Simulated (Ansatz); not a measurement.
# AlClGeH4O: the cost of one run

All numbers below are computed with Ansatz 0.2.0 (RKS PBE0/def2-SVP).

**1. The starting structure**

Bond lengths: O1–Al2 1.823 Å, Al2–Cl3 2.185 Å, Al2–Ge4 2.366 Å, O1–H5 1.026 Å, Ge4–H6 1.602 Å, Ge4–H7 1.545 Å, Ge4–H8 1.555 Å. Angles: O1–Al2–Cl3 118.9°, O1–Al2–Ge4 121.2°, Cl3–Al2–Ge4 119.8°, Al2–O1–H5 103.6°, Al2–Ge4–H6 110.8°, Al2–Ge4–H7 111.9°, Al2–Ge4–H8 110.2°, H6–Ge4–H7 108.2°, H6–Ge4–H8 106.9°, H7–Ge4–H8 108.6°.

Structure file:

```xyz
8

O     1.8709    1.3651   -0.6425
Al    0.9734    0.1247    0.3476
Cl    1.9257   -0.6898    2.1379
Ge   -1.1628   -0.6546   -0.3055
H     1.5317    2.2605   -0.2729
H    -2.2292    0.5414   -0.3099
H    -1.1388   -1.2864   -1.7154
H    -1.6787   -1.7180    0.7050
```

**2. End point A**

input.yaml reads:

```yaml
crystal:
  periodic: [false, false, false]
  atoms:
    - { symbol: O, position_ang: [1.8709, 1.3651, -0.6425] }
    - { symbol: Al, position_ang: [0.9734, 0.1247, 0.3476] }
    - { symbol: Cl, position_ang: [1.9257, -0.6898, 2.1379] }
    - { symbol: Ge, position_ang: [-1.1628, -0.6546, -0.3055] }
    - { symbol: H, position_ang: [1.5317, 2.2605, -0.2729] }
    - { symbol: H, position_ang: [-2.2292, 0.5414, -0.3099] }
    - { symbol: H, position_ang: [-1.1388, -1.2864, -1.7154] }
    - { symbol: H, position_ang: [-1.6787, -1.718, 0.705] }
basis:
  gaussian: { orbitals: def2-SVP }
hamiltonian:
  xc: pbe0
relax:
  f_tol: 0.02
  max_steps: 50
output:
  orbitals: {}
```

The run is started by

```sh
$ ansatz run input.yaml --threads 2 --pin off --max-ram 3072MiB --backend cpu --events-out ev --progress --plain --runs-dir out
```

What time and memory should one allow on 2 threads of Intel Xeon 6975P-C (Granite Rapids), shared host?

About 16 s, with a peak of 0.26 GiB.
